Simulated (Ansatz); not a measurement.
**LiCaF3 in Ansatz: the effect of functional**

Crystal: LiCaF3.

```
CELL_PARAMETERS angstrom
3.76124 0.00000 0.00000
0.00000 3.76124 0.00000
0.00000 0.00000 3.76124
ATOMIC_POSITIONS crystal
Ca 0.00000 0.00000 0.00000
F 0.50000 0.00000 0.50000
F 0.50000 0.50000 0.00000
F 0.00000 0.50000 0.50000
Li 0.50000 0.50000 0.50000
```

The cell comes from a database or a generator and needn't be the stable form of this composition.

Alike in all runs:

* Program: Ansatz 0.2.0
* Task: projected density of states
* Potentials or basis: Ansatz PAW
* k mesh: 7 × 7 × 7
* Occupations: fermi-dirac, width 0.05 eV
* Spin: no spin polarisation

Problem. One run gave: gap on the mesh 6.53 eV; pressure 0.0 GPa. Which functional did it use?
A. RPBE
B. PBE
C. r2SCAN
D. revPBE
E. PBEsol

Solution. B.

```csv
functional,cutoff,gap on the mesh (eV),pressure (GPa)
LDA,420 eV (not typed: the program's choice for these potentials),6.41,-9.4
PBE,420 eV (not typed: the program's choice for these potentials),6.53,0.0
PBEsol,420 eV (not typed: the program's choice for these potentials),6.48,-4.1
RPBE,420 eV (not typed: the program's choice for these potentials),6.62,4.8
revPBE,420 eV (not typed: the program's choice for these potentials),6.60,3.7
BLYP,420 eV (not typed: the program's choice for these potentials),6.58,1.5
r2SCAN,500 eV (not typed: the program's choice for these potentials),7.28,-4.4
```

Caveats: odd divisions of the mesh miss points on the zone boundary, where band edges often lie, so the gap on the mesh can be too wide; the density of states is complete only up to the lowest level of the last band computed; the PAW data sets come from PBE, with cores solved anew for the run's functional, which leaves a small shift of forces and pressure (some runs).

A k mesh can miss the band edges.
